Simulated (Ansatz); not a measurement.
ClGeHI, SMILES [Cl][GeH][I]: an atomisation energy, run with the Ansatz DFT code, driven from Python.

The script, `tae_clgehi.py`:
```python
"""Atomisation energy of ClGeHI at the given geometry."""

from collections import Counter
from dataclasses import dataclass

import ansatz as az


@dataclass(frozen=True)
class RunConfig:
    basis_set: str = "x2c-TZVPPall"
    method: str = "mp2"


opts = RunConfig()


def energy_of(molecule, charge=0, unpaired=0):
    calc = (
        molecule.calculation()
        .basis(gaussian=opts.basis_set)
        .correlation(opts.method)
    )
    if charge:
        calc = calc.charge(charge)
    if unpaired:
        calc = calc.spin("collinear", total=unpaired)
    report = calc.run().report
    if report["published_state_doubts"]:
        print("  doubts:", report["published_state_doubts"])
    return report["free_energy_ev"]

clgehi = (
    az.Crystal.molecule()
    .atom("Cl", [-1.92, 0.111, -0.5029])
    .atom("Ge", [0.1908, 0.2404, -0.4625])
    .atom("I", [1.0689, -1.8848, 0.5638])
    .atom("H", [0.7158, 1.4732, 0.3812])
)

# Hund ground states
unpaired = {"Cl": 1, "Ge": 2, "I": 1, "H": 1}
counts = Counter(site.symbol for site in clgehi.cartesian_sites)
atom_energy = {s: energy_of(az.Crystal.molecule().atom(s, (0, 0, 0)), 0, unpaired[s]) for s in counts}
whole = energy_of(clgehi, 0, 1)
for s, e in atom_energy.items():
    print(f"{s:2s} x{counts[s]}  {e:14.5f} eV")
print(f"ClGeHI: {whole:.5f} eV")
split = sum(counts[s] * e for s, e in atom_energy.items()) - whole
print(f"atomisation energy (no zero-point term): {96.485332 * split:.1f} kJ/mol, {split / sum(counts.values()):.3f} eV an atom")
```

What does it cost to take this molecule apart into atoms?

849.2 kJ/mol from the electronic energies, without the zero-point term.

The output:

`python tae_clgehi.py` gives:
```text
Cl x1    -12545.71827 eV
Ge x1    -57068.96842 eV
I  x1   -193563.87224 eV
H  x1       -13.60070 eV
ClGeHI: -263200.96138 eV
atomisation energy (no zero-point term): 849.2 kJ/mol, 2.200 eV an atom
```

What to keep in mind:
- Total energies depend on the basis set; only differences at equal settings carry meaning.
- The geometry is a force-field or estimated start, not a minimum of this method, and the basis set is short of its limit. All parts are taken at fixed geometry, without zero-point energy.
- The species is open-shell (spin multiplicity 2).
- The spin-orbit lowering of heavy atoms is left out.
- Timing: 14 s on 1 thread of Arm Neoverse V2 (shared host), peak memory 0.66 GiB.
